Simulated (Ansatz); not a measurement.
# C2H2F5InO: shape, modes and thermochemistry

What shape does C2H2F5InO take? The plan is to relax it, check the end point by its vibrations and derive ideal-gas thermochemistry.

The runs use Ansatz 0.2.0, Gaussian basis; RKS PBE0-D4/def2-TZVP.

Levels to be run: relaxation at PBE0-D4/def2-TZVP; harmonic vibrations at the same level.

1 further run of the same task is left out (set aside as unsound or not needed).

## (1) The system as given

11 atoms, charge 0, spin multiplicity 1.

Atoms are counted from 1 here; the program's logs count them from 0.

Bond lengths: F1–In2 1.962 Å, In2–F3 1.971 Å, In2–O4 2.025 Å, O4–C5 1.378 Å, C5–C6 1.523 Å, C5–H10 1.100 Å, C5–H11 1.100 Å, C6–F7 1.324 Å, C6–F8 1.356 Å, C6–F9 1.344 Å. Angles: F1–In2–F3 121.7°, F1–In2–O4 121.5°, F3–In2–O4 115.0°, In2–O4–C5 114.9°, O4–C5–C6 110.7°, O4–C5–H10 113.4°, O4–C5–H11 107.1°, C6–C5–H10 107.3°, C6–C5–H11 108.6°, H10–C5–H11 109.7°, C5–C6–F7 114.1°, C5–C6–F8 110.5°, C5–C6–F9 111.7°, F7–C6–F8 107.1°, F7–C6–F9 108.1°, F8–C6–F9 104.8°.

As a file:

```xyz
11
C2H2F5InO
F     1.14819   -2.51368    2.32090
In    1.09868   -1.40951    0.69962
F     1.62485   -2.12615   -1.05911
O     0.97178    0.60921    0.79807
C     0.19208    1.18908   -0.17884
C    -1.11128    0.42145   -0.35392
F    -2.07013    1.11462   -0.94791
F    -0.90731   -0.69588   -1.09558
F    -1.58570   -0.02684    0.82090
H     0.68270    1.22905   -1.16258
H    -0.04386    2.20865    0.15846
```

The start is a GFN2-xTB geometry. In takes the def2 core potential; no spin-orbit term is included.

## (2) Optimising with PBE0-D4/def2-TZVP

The input, in.yaml:

```yaml
crystal:
  periodic: [false, false, false]
  atoms:
    - {symbol: F, position_ang: [1.148190, -2.513680, 2.320900]}
    - {symbol: In, position_ang: [1.098680, -1.409510, 0.699620]}
    - {symbol: F, position_ang: [1.624850, -2.126150, -1.059110]}
    - {symbol: O, position_ang: [0.971780, 0.609210, 0.798070]}
    - {symbol: C, position_ang: [0.192080, 1.189080, -0.178840]}
    - {symbol: C, position_ang: [-1.111280, 0.421450, -0.353920]}
    - {symbol: F, position_ang: [-2.070130, 1.114620, -0.947910]}
    - {symbol: F, position_ang: [-0.907310, -0.695880, -1.095580]}
    - {symbol: F, position_ang: [-1.585700, -0.026840, 0.820900]}
    - {symbol: H, position_ang: [0.682700, 1.229050, -1.162580]}
    - {symbol: H, position_ang: [-0.043860, 2.208650, 0.158460]}
basis:
  gaussian: {orbitals: def2-TZVP}
hamiltonian: {xc: pbe0, dispersion: d4}
relax: {f_tol: 0.005, max_steps: 150}
```

Run with:

```sh
ansatz run in.yaml --threads 2 --pin off --events-out ev --progress --plain --max-ram 22528MiB --backend cuda --devices 0, --max-vram 18GiB
```

Further steps of the session: Harmonic vibrations.

**Question.** What will the summary of the whole plan be? Wanted: point group; shift from the start; total energy; dispersion term; dipole moment; lowest, highest wavenumber; zero-point energy.

**Answer**, as computed:

| quantity | value |
| --- | --- |
| point group | C1 |
| steps | 12 |
| shift from the start (rms) | 0.367 Å |
| total energy | -22904.3828 eV |
| dispersion term | -226 meV |
| dipole moment | 2.87 D |
| lowest, highest wavenumber | 35, 3082 cm⁻¹ |
| zero-point energy | 133.1 kJ/mol |
| entropy at 298.15 K | 441.7 J/(mol K) |

**Reading.** The relaxed geometry lies 0.37 Å (rms) from the start; the bond that changed most is F1–In2, from 1.962 to 1.922 Å. All wavenumbers are real, so the end point is a minimum. The stiffest mode, 3082 cm⁻¹, is a C–H stretch, and 6 modes under 200 cm⁻¹ make the vibrational entropy uncertain. Harmonic hybrid wavenumbers usually lie a few per cent above measured fundamentals. The largest Mulliken charge, +1.23 e, sits on In2.
